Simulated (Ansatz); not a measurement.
# CH6AlGa: the cost of one run

The runs use Ansatz 0.2.0, Gaussian basis; the settings change from run to run.

## Step 1: The molecule

An earlier PBE0-D4 in a triple-zeta def2 set relaxation fixed the geometry.

SMILES `[AlH2][CH2][GaH2]`, 9 atoms, charge 0, spin multiplicity 1.

Atoms are counted from 1 here; the program's logs count them from 0.

Bond lengths: Al1–C2 1.939 Å, Al1–H4 1.589 Å, Al1–H5 1.589 Å, C2–Ga3 1.957 Å, C2–H6 1.096 Å, C2–H7 1.095 Å, Ga3–H8 1.572 Å, Ga3–H9 1.572 Å. Angles: C2–Al1–H4 120.1°, C2–Al1–H5 120.1°, H4–Al1–H5 119.9°, Al1–C2–Ga3 116.4°, Al1–C2–H6 107.7°, Al1–C2–H7 107.8°, Ga3–C2–H6 107.2°, Ga3–C2–H7 107.2°, H6–C2–H7 110.6°, C2–Ga3–H8 119.8°, C2–Ga3–H9 119.8°, H8–Ga3–H9 120.3°.

## Step 2: BHLYP/aug-pcseg-2

Set apart from the defaults: charge -1, multiplicity 2, the search for lower states set to off.

Contents of in.yaml:

```yaml
crystal:
  periodic: [false, false, false]
  atoms:
    - {symbol: Al, position_ang: [-0.545602, -0.261653, 1.563096]}
    - {symbol: C, position_ang: [-0.545778, -0.320685, -0.374917]}
    - {symbol: Ga, position_ang: [0.979723, 0.515886, -1.270103]}
    - {symbol: H, position_ang: [0.138977, -1.429204, 2.394891]}
    - {symbol: H, position_ang: [-1.205646, 0.968264, 2.321634]}
    - {symbol: H, position_ang: [-1.447532, 0.194171, -0.724050]}
    - {symbol: H, position_ang: [-0.562230, -1.373342, -0.677655]}
    - {symbol: H, position_ang: [2.263491, -0.333967, -1.585624]}
    - {symbol: H, position_ang: [0.924586, 2.040530, -1.647274]}
basis:
  gaussian: {orbitals: aug-pcseg-2}
total_charge: -1
magnetization: {spin_polarized: true, initial_magnetization: 1}
hamiltonian: {xc: {name: BHLYP}}
scf: {lower_state_search: off}
output: {forces: true}
```

Launch:

```
$ ansatz run in.yaml --threads 2 --pin off --events-out ev --progress --plain --max-ram 4352MiB
```

What time and memory should one allow on 2 threads of INTEL XEON PLATINUM 8581C at 2.30GHz, shared host?

About 9.5 s, with a peak of 1.1 GiB.
